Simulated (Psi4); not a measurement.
**AlH3Se (SMILES [AlH2][SeH]), step by step**

We compute a structure relaxation (BLYP/cc-pVTZ), then vibrational wavenumbers, then the energy (CCSD(T)/cc-pVDZ) of AlH3Se. 

The results are computed with Psi4 1.11.

### Step 1. The structure to begin with

AlH3Se has 5 atoms, charge 0, and is taken as a singlet. SMILES: `[AlH2][SeH]`. The shape is that of a PBE0-D4/def2-TZVP optimisation. The run starts from this shape.

Bond lengths: Al1–Se2 2.314 Å, Al1–H3 1.579 Å, Al1–H4 1.580 Å, Se2–H5 1.469 Å. Angles: Al1–Se2–H5 92.2°, Se2–Al1–H3 116.3°, Se2–Al1–H4 119.2°, H3–Al1–H4 124.5°.

### Step 2. A geometry optimisation at BLYP/cc-pVTZ (density fitting) (run 1)

job.in reads:

```
memory 1600 mb

molecule geom {
  0 1
  Al    -0.82240881    -1.00287765     0.31520632
  Se     1.64462865     2.54470520     0.98813779
  H     -2.33721327    -2.02710921     2.67415144
  H     -0.89591916    -2.23176655    -2.40524341
  H      2.50502095     2.57777541    -1.65067577
  units bohr
}

set globals {
  basis        cc-pVTZ
  geom_maxiter 60
}

energy_value = optimize('blyp')
```

Launch:

```console
$ psi4 job.in job.out -n 1
```

job.out:

```text
[...]
  Running in c1 symmetry.
[...]
  Nuclear repulsion =  135.707160387707404
[...]
  Multiplicity = 1
[...]
  Nalpha       = 25
  Nbeta        = 25
[...]
    Number of basis functions: 119
[...]
   @DF-RKS iter   1: -2645.11165830744540   -1.78198e+00   1.52728e-02 DIIS/ADIIS
[...]
   @DF-RKS iter   7: -2645.89515460725488    4.54747e-13   2.87543e-09 DIIS
[...]
  @DF-RKS Final Energy: -2645.89515460725488
   => Energetics <=
    Nuclear Repulsion Energy =            133.8448052420184808
    One-Electron Energy =               -3948.9577980828416912
    Two-Electron Energy =                1276.1078713642350522
    DFT Exchange-Correlation Energy =    -106.8900331306669500
    Empirical Dispersion Energy =           0.0000000000000000
    VV10 Nonlocal Energy =                  0.0000000000000000
    Total Energy =                      -2645.8951546072548808
[...]
 Multipole Moments:
 ------------------------------------------------------------------------------------
     Multipole            Electronic (a.u.)      Nuclear  (a.u.)        Total (a.u.)
 ------------------------------------------------------------------------------------
 L = 1.  Multiply by 2.5417464519 to convert [e a0] to [Debye]
 Dipole X            :          4.8723333           -4.9228935           -0.0505602
 Dipole Y            :          7.5549316           -7.7071493           -0.1522177
 Dipole Z            :          2.6521593           -2.8730441           -0.2208848
 Magnitude           :                                                    0.2729774
[...]
  -Total Gradient:
     Atom            X                  Y                   Z
    ------   -----------------  -----------------  -----------------
       1       -0.000188387787     0.000123198633     0.000037521350
       2        0.000125348741     0.000054604441    -0.000086490018
       3        0.000042895017    -0.000095293781    -0.000031726789
       4        0.000070039888    -0.000034982258     0.000013147951
       5       -0.000030707646    -0.000025306861     0.000060678646
[...]
    Final optimized geometry and variables:
    Molecular point group: c1
    Full point group: C1
    Geometry (in Bohr), charge = 0, multiplicity = 1:
    AL          -1.840779763260    -2.629100181842    -0.479500021773
    SE           0.668363194744     0.969516337216     0.209217918418
    H           -3.349537321694    -3.646492311654     1.898186054696
    H           -1.922567857998    -3.880083556129    -3.199688222181
    H            1.554999932634     1.034173482716    -2.451450879551
    Psi4 run time: 0:00:54.05
[...]
```

Standard output:

```text
Optimizer: Optimization complete!
```

Run time: 56 s. Hardware: 1 thread of Intel Xeon Platinum 8259CL at 2.50GHz (Skylake/Cascade Lake), shared host; peak memory 1 GiB.

Steps, from the record of the run:

```tsv
step	energy from the first frame kept (eV)	largest force (eV/Å)
0	0.0000	0.4786
1	-0.0100	0.0731
2	-0.0103	0.0141
3	-0.0103	0.0117
```

After the run. Bond lengths: Al1–Se2 2.350 Å, Al1–H3 1.584 Å, Al1–H4 1.585 Å, Se2–H5 1.484 Å. Angles: Al1–Se2–H5 92.9°, Se2–Al1–H3 115.9°, Se2–Al1–H4 119.7°, H3–Al1–H4 124.4°.

### Step 3. The harmonic vibrations at BLYP/cc-pVTZ (density fitting) (run 2)

alh3se.xyz reads:

```xyz
5
AlH3Se
Al    -0.451720    -0.550661     0.160664
Se     0.876061     1.353645     0.525118
H     -1.250120    -1.089042     1.418881
H     -0.495000    -1.212653    -1.278798
H      1.345249     1.387860    -0.882848
```

job.py reads:

```python
import psi4

psi4.set_memory('1600 MB')
psi4.set_num_threads(1)
psi4.core.set_output_file('run.log', False)

with open('alh3se.xyz') as f:
    atoms = ''.join(f.readlines()[2:])
mol = psi4.geometry('0 1\n' + atoms + 'symmetry c1')

psi4.set_options({
    't': 298.15,
    'rotational_symmetry_number': 1,
})

e, wfn = psi4.frequencies("blyp/cc-pVTZ", return_wfn=True)
print('E =', round(e, 9))
print('wavenumbers / cm^-1:', wfn.frequencies().np.round(1))
```

Launch:

```console
$ python job.py
```

run.log:

```text
[...]
  Running in c1 symmetry.
[...]
  Nuclear repulsion =  133.844799154419348
[...]
  Multiplicity = 1
[...]
  Nalpha       = 25
  Nbeta        = 25
[...]
    Number of basis functions: 119
[...]
   @DF-RKS iter   1: -2645.10996784319423   -1.80753e+00   1.52642e-02 ADIIS/DIIS
[...]
   @DF-RKS iter  12: -2645.89515296643867   -1.00044e-11   4.59862e-09 DIIS
[...]
  @DF-RKS Final Energy: -2645.89515296643867
   => Energetics <=
    Nuclear Repulsion Energy =            133.8360622018292077
    One-Electron Energy =               -3948.9407333847161681
    Two-Electron Energy =                1276.0994428918129415
    DFT Exchange-Correlation Energy =    -106.8899246753645258
    Empirical Dispersion Energy =           0.0000000000000000
    VV10 Nonlocal Energy =                  0.0000000000000000
    Total Energy =                      -2645.8951529664386726
[...]
  -Total Gradient:
     Atom            X                  Y                   Z
    ------   -----------------  -----------------  -----------------
       1       -0.000192850816    -0.000026129572    -0.000349158216
       2       -0.000083086713     0.000034899603     0.000554554282
       3        0.000043429995    -0.000104075326    -0.000045159152
       4        0.000075972735     0.000128776466     0.000408927489
       5        0.000175805633    -0.000011156661    -0.000576009699
[...]
  ==> Harmonic Vibrational Analysis <==
[...]
  Freq [cm^-1]                 338.2838            362.6635            394.0759
[...]
  IR activ [km/mol]             3.7823             18.9357             32.4880
[...]
  Freq [cm^-1]                 553.6631            610.8899            741.7430
[...]
  IR activ [km/mol]            126.3676            14.9975             283.3428
[...]
  Freq [cm^-1]                1894.5592           1917.8712           2316.3354
[...]
  IR activ [km/mol]            113.2825            205.6379             9.7317
[...]
  Total E_0, Enthalpy at 0 [K]                                                        -2645.87435474 [Eh]
[...]
  Total H, Enthalpy at  298.15 [K]                                                    -2645.86910063 [Eh]
[...]
  Total G, Gibbs energy at  298.15 [K]                                                -2645.90121007 [Eh]
[...]
```

The script printed:

```text
Warning: used thermodynamics relations inappropriate for low-frequency modes: ['338.2838' '362.6635' '394.0759' '553.6631' '610.8899']
E = -2645.895154608
wavenumbers / cm^-1: [ 338.3  362.7  394.1  553.7  610.9  741.7 1894.6 1917.9 2316.3]
```

It took 6.4 min on 1 thread of Intel Xeon Platinum 8259CL at 2.50GHz (Skylake/Cascade Lake), shared host; peak memory 1.1 GiB.

### Step 4. The energy at CCSD(T)/cc-pVDZ (run 3)

input.dat reads:

```
memory 1600 MB

molecule {
  Al    -0.451720    -0.550661     0.160664
  Se     0.876061     1.353645     0.525118
  H     -1.250120    -1.089042     1.418881
  H     -0.495000    -1.212653    -1.278798
  H      1.345249     1.387860    -0.882848
  units angstrom
}

set {
  basis       cc-pVDZ
  scf_type    pk
  freeze_core true
}

E, wfn = energy('ccsd(t)', return_wfn=True)
```

Launch:

```console
$ psi4 -i input.dat -o output.dat -n 1
```

output.dat:

```text
[...]
  Running in c1 symmetry.
[...]
  Nuclear repulsion =  133.844799154419348
[...]
  Multiplicity = 1
[...]
  Nalpha       = 25
  Nbeta        = 25
[...]
    Number of basis functions: 60
[...]
   @RHF iter   1: -2643.18944676969568   -3.07423e+00   1.39000e-02 ADIIS/DIIS
[...]
   @RHF iter  11: -2643.50692222135831   -3.18323e-12   4.13598e-09 DIIS
[...]
    Orbital Energies [Eh]
    ---------------------
    Doubly Occupied:
       1A   -460.877910     2A    -60.675840     3A    -58.506015
       4A    -54.278404     5A    -54.277808     6A    -54.277570
       7A     -8.914607     8A     -6.648953     9A     -6.645309
      10A     -6.642401    11A     -4.920079    12A     -3.234846
      13A     -3.233085    14A     -3.232011    15A     -2.632029
      16A     -2.629575    17A     -2.626325    18A     -2.622101
      19A     -2.622009    20A     -0.901714    21A     -0.566620
      22A     -0.506475    23A     -0.440023    24A     -0.401977
      25A     -0.357062
[...]
  @RHF Final Energy: -2643.50692222135831
   => Energetics <=
    Nuclear Repulsion Energy =            133.8447991544193485
    One-Electron Energy =               -3949.3619435615019029
    Two-Electron Energy =                1172.0102221857241602
    Total Energy =                      -2643.5069222213583089
[...]
 Multipole Moments:
 ------------------------------------------------------------------------------------
     Multipole            Electronic (a.u.)      Nuclear  (a.u.)        Total (a.u.)
 ------------------------------------------------------------------------------------
 L = 1.  Multiply by 2.5417464519 to convert [e a0] to [Debye]
 Dipole X            :          4.7815910           -4.9228920           -0.1413010
 Dipole Y            :          7.3931458           -7.7071503           -0.3140044
 Dipole Z            :          2.5462584           -2.8730461           -0.3267877
 Magnitude           :                                                    0.4747157
[...]
      * MP2 total energy                      = -2643.709420245555066
[...]
      * CCSD total energy                     = -2643.741173306470955
[...]
      * CCSD(T) total energy                  = -2643.747005259212528
[...]
```

It took 24 s on 1 thread of Intel Xeon Platinum 8259CL at 2.50GHz (Skylake/Cascade Lake), shared host; peak memory 0.43 GiB.

### Step 5. Summary of results

| quantity | value |
| --- | --- |
| run 1, BLYP/cc-pVTZ: total energy at the end | -2645.89515 Eh |
| run 1, BLYP/cc-pVTZ: dipole moment | 0.69 D |
| run 1, BLYP/cc-pVTZ: HOMO energy | -6.12 eV |
| run 1, BLYP/cc-pVTZ: LUMO energy | -2.15 eV |
| run 1, BLYP/cc-pVTZ: HOMO–LUMO gap | 3.96 eV |
| run 2, BLYP/cc-pVTZ: lowest harmonic wavenumber | 338 cm⁻¹ |
| run 2, BLYP/cc-pVTZ: highest harmonic wavenumber | 2316 cm⁻¹ |
| run 2, BLYP/cc-pVTZ: zero-point energy | 54.6 kJ/mol |
| run 2, BLYP/cc-pVTZ: ideal-gas entropy at 298.15 K (symmetry number 1 as used) | 67.6 cal/(mol K) |
| run 3, CCSD(T)/cc-pVDZ: total energy | -2643.74701 Eh |
| run 3, CCSD(T)/cc-pVDZ: HOMO energy (Hartree–Fock orbitals) | -9.72 eV |
| run 3, CCSD(T)/cc-pVDZ: LUMO energy (Hartree–Fock orbitals) | 1.18 eV |
| run 3, CCSD(T)/cc-pVDZ: HOMO–LUMO gap (Hartree–Fock orbitals) | 10.90 eV |
| run 3, CCSD(T)/cc-pVDZ: correlation energy (14 core orbitals frozen) | -240.1 mEh |
| run 3, CCSD(T)/cc-pVDZ: (T) correction | -5.83 mEh |
| run 3, CCSD(T)/cc-pVDZ: T1 diagnostic | 0.010 |

**Reading.** The optimisation (run 1, BLYP/cc-pVTZ) took 4 steps and changed the energy by -0.010 eV. All 9 modes (run 2, BLYP/cc-pVTZ) are real, so the shape is a minimum at this level. The triples (run 3, CCSD(T)/cc-pVDZ) make up 2.4 % of the correlation energy.
